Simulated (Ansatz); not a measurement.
Crystal: NbTe.

```
Te Nb
1.0
     3.70297    0.00000    0.00000
    -1.85149    3.20687    0.00000
     0.00000    0.00000    3.69421
Te Nb
1 1
Direct
  0.66667 0.33333 0.00000
  0.00000 0.00000 0.50000
```

The cell comes from a database or a generator and needn't be the stable form of this composition.

- Program: Ansatz 0.2.0
- Task: relaxation of cell and atoms
- Functional: PBEsol
- Potentials or basis: Ansatz PAW
- Cutoff: 420 eV (not typed: the program's choice for these potentials)
- k mesh: 8 × 8 × 7
- Occupations: fermi-dirac, width 0.05 eV
- Spin: no spin polarisation

At the start: volume 21.93 Å³/atom.

Question: Where does the relaxation end?

Answer: It ends after 5 steps and the volume is 20.96 Å³/atom (-4.4 %); space group P-6m2 (No. 187, to 0.05 Å).

Step by step:
```
step  energy change (eV)  largest force (eV/Å)  volume (Å³)
   1              0.0000                0.0000        43.87
   2             -0.0326                0.0000        42.19
   3             -0.0334                0.0000        41.90
   4             -0.0335                0.0000        41.92
   5             -0.0331                0.0000        41.92
```

Final structure:
```
CELL_PARAMETERS angstrom
3.62988 0.00000 0.00000
-1.81494 3.14357 0.00000
0.00000 0.00000 3.67391
ATOMIC_POSITIONS crystal
Te 0.66667 0.33333 0.00000
Nb 0.00000 0.00000 0.50000
```

Caveat: the plane-wave basis is chosen anew once the cell has moved, so the energies of steps on either side of that aren't comparable; the PAW data sets come from PBE, with cores solved anew for the run's functional, which leaves a small shift of forces and pressure.
